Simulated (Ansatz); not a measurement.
# HCl: the cost of one run

All numbers below are computed with Ansatz 0.2.0 (DFT PBE+D3(BJ), plane waves, PAW, scalar-relativistic, no spin polarisation).

## Step 1: The system as given

The cell holds 16 atoms (Cl8H8): a = 6.885 Å, b = 6.885 Å, c = 6.885 Å, α = 90.00°, β = 90.00°, γ = 90.00°.

Structure file:

```xyz
16
Lattice="6.8852 0.0000 0.0000 0.0000 6.8852 0.0000 0.0000 0.0000 6.8852" Properties=species:S:1:pos:R:3 pbc="T T T"
Cl    4.3256    5.1445    1.3527
H     5.1012    5.7476    2.1731
Cl    0.0967    3.4504    6.7903
H     0.9308    3.5433    5.8238
Cl    0.7515   -0.2555    6.1086
H     1.0335    0.2658    4.9741
Cl    3.7027    6.9324    4.4683
H     4.0387    6.6805    3.2592
Cl    2.1797    4.3279    3.4148
H     2.0596    3.7147    2.2977
Cl    4.5569    2.9176    5.0281
H     4.2514    4.1602    4.9951
Cl    6.8454    1.2871    2.7609
H     6.5344    1.9994    1.7439
Cl    3.1821    1.4612    1.4910
H     4.1459    1.7641    0.7052
```

## Step 2: Preparing the start

The input, input.yaml:

```yaml
crystal:
  lattice:
    - [6.885202, 0.0, 0.0]
    - [0.0, 6.885202, 0.0]
    - [0.0, 0.0, 6.885202]
  atoms:
    - { symbol: Cl, position: [0.6282481, 0.747188, 0.1964681] }
    - { symbol: H, position: [0.7408992, 0.8347776, 0.3156218] }
    - { symbol: Cl, position: [0.0140514, 0.5011311, 0.9862159] }
    - { symbol: H, position: [0.1351904, 0.5146214, 0.8458479] }
    - { symbol: Cl, position: [0.1091503, -0.0371114, 0.8872052] }
    - { symbol: H, position: [0.1501052, 0.0386112, 0.7224369] }
    - { symbol: Cl, position: [0.5377762, 1.0068518, 0.648976] }
    - { symbol: H, position: [0.586576, 0.9702646, 0.4733634] }
    - { symbol: Cl, position: [0.3165807, 0.6285729, 0.4959634] }
    - { symbol: H, position: [0.2991347, 0.5395147, 0.3337163] }
    - { symbol: Cl, position: [0.6618388, 0.4237514, 0.7302821] }
    - { symbol: H, position: [0.6174733, 0.6042187, 0.7254781] }
    - { symbol: Cl, position: [0.9942221, 0.1869432, 0.400988] }
    - { symbol: H, position: [0.9490501, 0.2903911, 0.2532794] }
    - { symbol: Cl, position: [0.46216, 0.2122218, 0.2165584] }
    - { symbol: H, position: [0.6021502, 0.2562207, 0.102424] }
basis:
  ecutwfc: 420.0
kpoints:
  mp_grid: { grid: [1, 1, 1] }
hamiltonian:
  xc: pbe
  dispersion: d3bj
scf:
  occupations: { method: fermi_dirac, width: 0.02 }
  lower_state_search: "off"
relax:
  f_tol: 0.3
  max_steps: 15
  adjacent_minimum: "off"
```

Run with:

```bash
$ ansatz run input.yaml --threads 1 --pin off --max-ram 3072MiB --backend cpu --events-out ev --progress --plain --runs-dir out
```

Q: Estimate wall time and peak memory on 1 thread of Intel Xeon Platinum 8488C (Sapphire Rapids), shared host.

About 10 s, with a peak of 0.42 GiB.
